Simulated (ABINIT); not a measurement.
The system is NiF.

```
Ni F
1.0
     0.00000    2.33484    2.33484
     2.33484    0.00000    2.33484
     2.33484    2.33484    0.00000
Ni F
1 1
Direct
  0.00000 0.00000 0.00000
  0.75000 0.75000 0.75000
```

The cell was built by a generator and needn't be a form met in nature.

* Program: ABINIT 10.8.3 (patched build)
* Task: relaxation of cell and atoms
* Functional: RPBE
* Potentials or basis: Ansatz PAW PBE default generated set, frozen core
* Cutoff: 435 eV
* k mesh: 8 × 8 × 8
* Occupations: fermi-dirac, width 0.05 eV
* Spin: collinear spin, ferromagnetic start
* Starting moments: [1.0, 0.0] μB
* Hubbard terms: Ni d U = 7 eV, J = 0.9 eV

At the start: pressure 5.9 GPa; volume 12.73 Å³/atom.

Problem. Where does the relaxation end?

Solution. Over 6 steps the energy falls by 20.1 meV/atom and the volume is 13.92 Å³/atom (+9.3 %); space group F-43m (No. 216, to 0.05 Å); moment 1.11 μB per cell.

The path:
```tsv
step	energy change (eV)	largest force (eV/Å)	pressure (GPa)	volume (Å³)
1	0.0000	0.0000	5.90	25.46
2	-0.0149	0.0000	4.47	25.92
3	-0.0396	0.0000	0.55	27.52
4	-0.0401	0.0000	0.09	27.77
5	-0.0401	0.0000	0.02	27.82
6	-0.0401	0.0000	0.00	27.83
```

Final structure:
```
Ni F
1.0
     0.00000    2.40528    2.40528
     2.40528    0.00000    2.40528
     2.40528    2.40528    0.00000
Ni F
1 1
Direct
  0.00000 0.00000 0.00000
  0.75000 0.75000 0.75000
```

Caveat: the PAW data sets were made with another functional, which shifts forces and pressure a little; a cell with one magnetic atom can't hold antiferromagnetic order, which such compounds often take; the atomic spheres overlap.
